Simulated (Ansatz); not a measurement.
# WS2: normal modes

This session takes WS2 and sets out to get the zone-centre phonons.

The COD entry's cell or inner coordinates are ideal or old and differ from later refinements, so a difference from it is no clean test against experiment.

Program: Ansatz 0.2.0. Level of theory: DFT PBEsol, scalar-relativistic, plane waves, PAW. These are calculated values, not measurements.

1 further run of the same task is left out (set aside as unsound or not needed).

## 1. The structure to begin with

The structure is hexagonal, space group P6_3/mmc (No. 194). The conventional cell has a = 3.146 Å, b = 3.146 Å, c = 12.692 Å, α = 90.00°, β = 90.00°, γ = 120.00°. Around W (site symmetry -6m2) lie 6 S at 2.40 Å. Around S (site symmetry 3m) lie 3 W at 2.40 Å.

As a file:

```xyz
6
Lattice="3.1461 0.0000 0.0000 -1.5731 2.7246 0.0000 0.0000 0.0000 12.6917" Properties=species:S:1:pos:R:3 pbc="T T T"
W     0.0000    1.8164    3.1729
W     1.5731    0.9082    9.5188
S     0.0000    1.8164    7.9512
S     1.5731    0.9082    1.6054
S     0.0000    1.8164   11.0864
S     1.5731    0.9082    4.7405
```

It is the result of an earlier relaxation at this level (volume 18.13 Å³/atom; gap on the mesh: 1.10 eV).

## 2. Zero of the scan

Input file input.yaml:

```yaml
crystal:
  lattice:
    - [3.1461313781, 0.0, 0.0]
    - [-1.5730656891, 2.7246296971, 0.0]
    - [0.0, 0.0, 12.6917314098]
  atoms:
    - { symbol: W, position: [0.3333333333, 0.6666666667, 0.25] }
    - { symbol: W, position: [0.6666666667, 0.3333333333, 0.75] }
    - { symbol: S, position: [0.3333333333, 0.6666666667, 0.626489117] }
    - { symbol: S, position: [0.6666666667, 0.3333333333, 0.126489117] }
    - { symbol: S, position: [0.3333333333, 0.6666666667, 0.873510883] }
    - { symbol: S, position: [0.6666666667, 0.3333333333, 0.373510883] }
basis:
  ecutwfc: 420
kpoints:
  mp_grid: { grid: [12, 12, 2] }
hamiltonian:
  xc: pbesol
scf:
  occupations: { method: gaussian, width: 0.05 }
output:
  forces: true
  stress: true
  eigenvalues: true
```

Started as:

```bash
$ ansatz run input.yaml --threads 2 --pin off --max-ram 5120MiB --backend cpu --events-out ev --progress --plain --runs-dir out
```

What it wrote:

```text
Warning: RAYON_NUM_THREADS=2 ignored (pool sized by the plan → 2); use --threads N
Engine: ansatz 0.2.0, x86_64-unknown-linux-gnu
Pseudopotentials: kind: paw
Pseudopotential: W, paw, valence charge 14, recommended cutoff 420 eV (normal), W.paw.azcp
Pseudopotential: S, paw, valence charge 6, recommended cutoff 420 eV (normal), S.paw.azcp
Functional definition: PBEsol
  exchange = pbesol_x
  correlation = pbesol_c
Crystal: 6 atoms, lattice volume = 108.794 Å³
Basis set: ecut = 420 eV, 2107 PW (Γ), exchange–correlation on 48×48×180 points (8 copies of the dense FFT grid, shifted against one another)
Bands: 32, of which v1, the nominal top of the filled ones, is band 26 counted from 1 (25 counted from 0)
Symmetry: 24 space group operations
Space group: P63/mmc (ITA 194), of the structure as read, at distance tolerance 4.8e-5 Å
k-points: 38 of 288
Non-local potential: W, projectors of the file, l = 0: 3, l = 1: 2, l = 2: 2, l = 3: 1
Non-local potential: S, projectors of the file, l = 0: 2, l = 1: 2, l = 2: 2
PAW form: soft (Blöchl's): semilocal exchange-correlation on the pseudo side does not see the compensation charge
PAW frozen core: W, regenerated for the run's functional, and the local potential with it (the file was generated under x = pbe(κ = 0.804, μ = 0.2195149727645171), c = pbe(β = 0.06672455060314922))
PAW frozen core: S, regenerated for the run's functional, and the local potential with it (the file was generated under x = pbe(κ = 0.804, μ = 0.2195149727645171), c = pbe(β = 0.06672455060314922))
PAW one-centre angular grid: W, 590 points (default); XC on 64 Gauss nodes
PAW one-centre angular grid: S, 110 points (default); XC on 64 Gauss nodes
Initial density: superposition of atomic densities (neutral atoms: chi_scale 0, normalization atom), corrected by the library's trained network
Initial wavefunctions: pseudopotential atomic-orbital guess
Functional: x = pbesol(κ = 0.804, μ = 0.12345679012345678), c = pbesol(β = 0.046)
SCF iter   1: F=—  HF=-24058.176833 eV  |F-HF|=—  |Δ(HF+E_count)|=         —  Δρ=8.68e-3  dr2=1.50e-1  ethr=1.77e-3  ⟨swp⟩=6.2  Hψ=5654  notcnv=0
preconditioner: auto → Resta (q_TF=auto, 2.412 Å⁻¹)  ε∞=7.5  [insulator: Δε(μ)=1.096 eV  Ē_g=8.410 eV  σ=0.050 eV  W_gap=1.00  n_scr=26 (ndim 8)  ℏωp=21.4 eV  f_vac=0.027  D(μ)=0.00/eV (n_scr^D=0)  ε∞_Penn≈7.5]
SCF iter   2: F=—  HF=-24058.157744 eV  |F-HF|=—  |Δ(HF+E_count)|=   1.91e-2  Δρ=3.18e-3  dr2=5.46e-3  ethr=2.88e-4  ⟨swp⟩=2.5  Hψ=1866  notcnv=0  defer=55
SCF iter   3: F=—  HF=-24058.159083 eV  |F-HF|=—  |Δ(HF+E_count)|=   1.34e-3  Δρ=1.78e-3  dr2=1.68e-3  ethr=1.05e-5  ⟨swp⟩=2.2  Hψ=1617  notcnv=0  defer=55
SCF iter   4: F=—  HF=-24058.159739 eV  |F-HF|=—  |Δ(HF+E_count)|=   6.56e-4  Δρ=7.31e-4  dr2=2.83e-4  ethr=3.23e-6  ⟨swp⟩=2.3  Hψ=1852  notcnv=0  defer=55
SCF iter   5: F=—  HF=-24058.159887 eV  |F-HF|=—  |Δ(HF+E_count)|=   1.48e-4  Δρ=1.55e-4  dr2=1.61e-5  ethr=5.43e-7  ⟨swp⟩=2.6  Hψ=1852  notcnv=0  defer=55
SCF iter   6: F=—  HF=-24058.159860 eV  |F-HF|=—  |Δ(HF+E_count)|=   2.73e-5  Δρ=1.77e-5  dr2=3.62e-7  ethr=3.09e-8  ⟨swp⟩=2.1  Hψ=1755  notcnv=0  defer=55
SCF iter   7: F=-24058.159860 eV  HF=-24058.159860 eV  |F-HF|=4.44e-9  |Δ(HF+E_count)|=   2.75e-7  Δρ=2.44e-6  dr2=7.79e-9  ethr=1.92e-10  ⟨swp⟩=9.7  Hψ=6073  notcnv=0
SCF 1 converged in 7 iterations: F = -24058.159860 eV  dr2 = 7.79e-9
SCF converged after 7 iterations
Free energy (F): -24058.159860 eV
Harris-Foulkes:  -24058.159860 eV  (|F-HF|=4.44e-9)
Internal energy: -24058.159860 eV  (E = F + TS)
E sigma→0 (E₀):  -24058.159860 eV
Fermi energy:    11.679935 eV
--- Per-component energies (eV) ---
  E_band       = -397.144454
  E_kinetic    = 1333.960833
  E_local      = -3770.422296  (includes V_loc(G=0)·N_el)
  E_nonlocal   = 120.661372
  E_hartree    = 1511.841933
  E_xc         = -917.560185
  E_vxc        = -830.183881  (∫ρ·V_xc dr)
  E_paw        = -19209.060708  (= ΣΔE_a)
  E_vpaw       = -274.844079  (= ΣTr[D̂ρ^β])
  E_aug_tail   = -0.000133  (compensation charges beyond the density's cutoff)
  E_ewald      = -3128.272057
  E_core_change = 0.691382  (= ΣΔE_core)
  E_smearing   = -0.000000  (= −TS)
  E_closure    = 0.000000  (closes the sum)
  Σ components = -24058.159860   (vs F -24058.159860, Δ=0.00e0)
--- Forces (eV/Å), atoms counted from 1 ---
  atom   1  W     -0.00000000     0.00000000     0.00000000
  atom   2  W      0.00000000    -0.00000000     0.00000000
  atom   3  S     -0.00000000     0.00000000     0.00022264
  atom   4  S      0.00000000    -0.00000000     0.00022264
  atom   5  S     -0.00000000     0.00000000    -0.00022264
  atom   6  S      0.00000000    -0.00000000    -0.00022264
  max |Σ_I F_I| component: 5.78e-18 eV/Å
--- Stress (GPa, compression-positive) ---
        0.001316       0.000000       0.000000
        0.000000       0.001316       0.000000
        0.000000       0.000000       0.008963
  P = ⅓ Tr σ = 0.0039 GPa (0.039 kbar)
--- Band table (eV; the first three rows and the last of 38) ---
  k-point 0: bands = ["-63.2405", "-63.2405", "-27.5548", "-27.5547", "-27.3575", "-27.3575", "-27.3575", "-27.3575", "-4.3807", "-4.2230", "-2.7658", "-2.4552", "3.6691", "4.4908", "7.5130", "7.7433", "7.7433", "7.7517", "7.7517", "9.0147", "9.0147", "9.0476", "9.0476", "9.4930", "10.0023", "11.1328", "13.5802", "13.5802", "13.5869", "13.5869", "13.6941", "13.6941"]
  k-point 1: bands = ["-63.2405", "-63.2405", "-27.5548", "-27.5548", "-27.3575", "-27.3575", "-27.3575", "-27.3575", "-4.3078", "-4.3078", "-2.6067", "-2.6067", "4.0341", "4.0341", "7.7475", "7.7475", "7.7475", "7.7475", "8.3170", "8.3170", "9.0311", "9.0311", "9.0311", "9.0311", "10.8037", "10.8037", "13.5787", "13.5787", "13.5787", "13.5787", "13.7613", "13.7613"]
  k-point 2: bands = ["-63.2392", "-63.2392", "-27.5500", "-27.5500", "-27.3837", "-27.3837", "-27.3636", "-27.3635", "-4.2597", "-4.1020", "-2.7163", "-2.4153", "3.8126", "4.6340", "7.3226", "7.4318", "7.4466", "7.8606", "7.8730", "8.4798", "8.8235", "8.8599", "9.0598", "9.7580", "10.0160", "10.9450", "13.4319", "13.4626", "13.5163", "13.5748", "13.5818", "13.7177"]
  k-point 37: bands = ["-63.2179", "-63.2179", "-27.6419", "-27.6419", "-27.6040", "-27.6040", "-27.4743", "-27.4743", "-1.6912", "-1.6912", "-1.6283", "-1.6283", "4.6654", "4.6654", "5.1077", "5.1077", "5.9949", "5.9949", "6.5702", "6.5702", "7.3841", "7.3841", "8.1657", "8.1657", "10.5855", "10.5855", "12.5381", "12.5381", "13.8153", "13.8153", "14.7100", "14.7100"]
```

Wall time 2.4 s (2 threads of Intel Xeon Platinum 8488C (Sapphire Rapids), shared host); peak memory 0.49 GiB.

Reference values: F = -24058.1599 eV; pressure 0.00 GPa; largest force 0.000 eV/Å; gap on the mesh 1.10 eV.

## 3. Zone-centre phonons by finite displacements

input.yaml, as its differences from that of step 2:

```diff
@@ -21,4 +21,8 @@
 output:
-  forces: true
-  stress: true
   eigenvalues: true
+phonons:
+  method: fd
+  supercell: [1, 1, 1]
+  amplitude: 0.02
+  eigenvectors: true
+  dielectric: false
```

Started as:

```bash
$ ansatz run input.yaml --threads 2 --pin off --max-ram 5120MiB --backend cpu --events-out ev --progress --plain --runs-dir out
```

What it wrote, cut to the lines that bear on the results:

```text
Warning: RAYON_NUM_THREADS=2 ignored (pool sized by the plan → 2); use --threads N
[...]
[... 4 set-up lines as earlier in the session ...]
[...]
Crystal: 6 atoms, lattice volume = 108.794 Å³
Basis set: ecut = 420 eV, 2107 PW (Γ), exchange–correlation on 48×48×180 points (8 copies of the dense FFT grid, shifted against one another)
Bands: 32, of which v1, the nominal top of the filled ones, is band 26 counted from 1 (25 counted from 0)
[... 1 set-up line as earlier in the session ...]
k-points: 38 of 288
[...]
SCF iter   1: F=—  HF=-24058.176833 eV  |F-HF|=—  |Δ(HF+E_count)|=         —  Δρ=8.68e-3  dr2=1.50e-1  ethr=1.77e-3  ⟨swp⟩=6.2  Hψ=5654  notcnv=0
[...]
Symmetry: 1 space group operations
[...]
  atom   4  S      0.00000000    -0.00000000     0.00021263
  atom   5  S     -0.00000000    -0.00000000    -0.00021263
  atom   6  S      0.00000000    -0.00000000    -0.00021263
[...]
--- Band table (eV; the first three rows and the last of 38) ---
[...]
--- Phonons: 3 displaced members + reference (amplitude 0.02 Å, Σ member SCF iterations 24) ---
  symmetry images taken by strict's conditions (phonons.symmetry_images: auto; settled by no image being taken that strict refuses)
  ASR residual: 7.187e-3 → 0.000e0 eV/Å²; symmetrization residual: 3.594e-3 eV/Å²
  largest component of a force at the reference: 2.1e-4 eV/Å
  ASR residual per site (eV/Å²): 7.19e-3 7.19e-3 3.59e-3 3.59e-3 3.59e-3 3.59e-3
  Γ frequencies (cm⁻¹): 0.00 0.00 0.00 19.60 19.60 26.42 294.37 294.37 295.56 295.56 354.21 354.21 354.34 354.34 414.93 416.02 435.06 436.51
  density of states and harmonic sums: on the 23×23×5 q-mesh, interpolated from the force constants of a 1×1×1 supercell (no non-analytic term)
  largest difference from the sums on the solved wave vectors: F 9.98e-2 eV, S 3.23e-4 and C_V 2.58e-4 eV/K
[...]
```

Run time: 33 s. Hardware: 2 threads of Intel Xeon Platinum 8488C (Sapphire Rapids), shared host; peak memory 0.74 GiB.

The modes, lowest first (cm⁻¹, without the LO–TO term): 1: 0, 2: 0, 3: 0, 4: 20, 5: 20, 6: 26, 7: 294, 8: 294, 9: 296, 10: 296, 11: 354, 12: 354, 13: 354, 14: 354, 15: 415, 16: 416, 17: 435, 18: 437. Three modes near zero are the rigid translations.

## 4. Results

| quantity | value |
| --- | --- |
| modes | 18 from 0 to 437 cm⁻¹ |

**Reading.** The cell is stable against its own zone-centre modes, which says nothing of other wave vectors. Spin-orbit coupling is left out, which matters for the bands of W. Layers here are held mostly by dispersion, which this level lacks, so their spacing and the stiffness across them are unreliable there.
